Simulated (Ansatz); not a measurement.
**C3H7Cl3Si: vertical ionisation energy**

One table from this session's results is given with a row withheld; the runs are named, their logs left out.

The runs use Ansatz 0.2.0, Gaussian basis; unrestricted cation, the program's frozen cores in correlated methods.

Levels to be run: UKS PBE-D4/def2-TZVPP; UKS r2SCAN-D4/def2-TZVPP; UKS PBE0-D4/def2-TZVPP; UKS B3LYP-D4/def2-TZVPP; UKS wB97X-V/def2-TZVPP; UKS wB97M-V/def2-TZVPP; UKS B2PLYP/def2-TZVPP; UHF-CCSD(T)/def2-TZVPP; UHF-MP2/def2-QZVPP; extrapolation to the limit; then −ε(HOMO) from the neutral's earlier runs with LDA (SPW92), PBE-D4, revPBE-D4, BLYP-D4, r2SCAN-D4, B97M-V, PBE0-D4, B3LYP-D4, r2SCANh-D4, r2SCAN0-D4, HSE06-D4, BHLYP-D4, CAM-B3LYP-D4, LC-ωPBE, ωB97X-V, ωB97M-V.

### The geometry

All runs share one geometry, relaxed beforehand with PBE0-D4 in a triple-zeta def2 set.

SMILES `CC(C)[Si](Cl)(Cl)Cl`, 14 atoms, charge 0, spin multiplicity 1.

Atoms are counted from 1 here; the program's logs count them from 0.

Bond lengths: C1–C2 1.527 Å, C1–H8 1.094 Å, C1–H9 1.093 Å, C1–H10 1.092 Å, C2–C3 1.527 Å, C2–Si4 1.862 Å, C2–H11 1.098 Å, C3–H12 1.094 Å, C3–H13 1.092 Å, C3–H14 1.093 Å, Si4–Cl5 2.041 Å, Si4–Cl6 2.042 Å, Si4–Cl7 2.041 Å. Angles: C2–C1–H8 110.0°, C2–C1–H9 111.1°, C2–C1–H10 112.2°, H8–C1–H9 107.5°, H8–C1–H10 107.9°, H9–C1–H10 108.0°, C1–C2–C3 111.8°, C1–C2–Si4 111.4°, C1–C2–H11 108.9°, C3–C2–Si4 111.4°, C3–C2–H11 108.9°, Si4–C2–H11 104.1°, C2–C3–H12 110.0°, C2–C3–H13 112.2°, C2–C3–H14 111.1°, H12–C3–H13 107.9°, H12–C3–H14 107.5°, H13–C3–H14 108.0° and more.

The first run:

File in.yaml:

```yaml
crystal:
  periodic: [false, false, false]
  atoms:
    - {symbol: C, position_ang: [-1.136360, -0.537882, 0.902514]}
    - {symbol: C, position_ang: [-0.096150, -0.406294, -0.207642]}
    - {symbol: C, position_ang: [1.300837, -0.787598, 0.276901]}
    - {symbol: Si, position_ang: [-0.114306, 1.297314, -0.958262]}
    - {symbol: Cl, position_ang: [1.215073, 1.426727, -2.502185]}
    - {symbol: Cl, position_ang: [0.386855, 2.706496, 0.432563]}
    - {symbol: Cl, position_ang: [-1.966642, 1.752512, -1.685823]}
    - {symbol: H, position_ang: [-1.142764, -1.560845, 1.288889]}
    - {symbol: H, position_ang: [-0.905756, 0.128347, 1.737859]}
    - {symbol: H, position_ang: [-2.143982, -0.304630, 0.553401]}
    - {symbol: H, position_ang: [-0.377162, -1.067790, -1.038291]}
    - {symbol: H, position_ang: [1.295929, -1.810782, 0.662713]}
    - {symbol: H, position_ang: [2.043398, -0.733458, -0.521387]}
    - {symbol: H, position_ang: [1.628129, -0.131416, 1.087549]}
basis:
  gaussian: {orbitals: def2-TZVPP}
total_charge: 1
magnetization: {spin_polarized: true, initial_magnetization: 1}
hamiltonian: {xc: pbe, dispersion: d4}
```

On the command line:

```bash
ansatz run in.yaml --threads 2 --pin off --events-out ev --progress --plain --max-ram 32768MiB --backend cuda --devices 0, --max-vram 18GiB
```

Among the steps run: Cation, UKS PBE-D4/def2-TZVPP; Cation, UKS r2SCAN-D4/def2-TZVPP; Cation, UKS PBE0-D4/def2-TZVPP; Cation, UKS B3LYP-D4/def2-TZVPP; Cation, UKS wB97X-V/def2-TZVPP; Cation, UKS wB97M-V/def2-TZVPP; Cation, UKS B2PLYP (frozen core)/def2-TZVPP; Cation, UHF-CCSD(T)/def2-TZVPP; Cation, UHF-MP2/def2-QZVPP.

One table of the session follows, with a row left open; its other results are not shown here.

It belongs to the step «Ionisation energies side by side». For comparison, −ε(HOMO) of the neutral from earlier runs:

| functional | −ε(HOMO) (eV) |
| --- | --- |
| LDA (SPW92) | 7.48 |
| PBE-D4 | 7.37 |
| revPBE-D4 | 7.31 |
| BLYP-D4 | 7.26 |
| r2SCAN-D4 | 7.65 |
| B97M-V | ? |
| PBE0-D4 | 8.65 |
| B3LYP-D4 | 8.46 |
| r2SCANh-D4 | 8.13 |
| r2SCAN0-D4 | 8.84 |
| HSE06-D4 | 8.25 |
| BHLYP-D4 | 9.88 |
| CAM-B3LYP-D4 | 10.02 |
| LC-ωPBE | 11.32 |
| ωB97X-V | 10.99 |
| ωB97M-V | 10.82 |

Q: Estimate the row for B97M-V from the others.

As computed: −ε(HOMO) (eV): 7.77. In the column «−ε(HOMO) (eV)» it lies between r2SCAN-D4 (7.65) and r2SCANh-D4 (8.13).
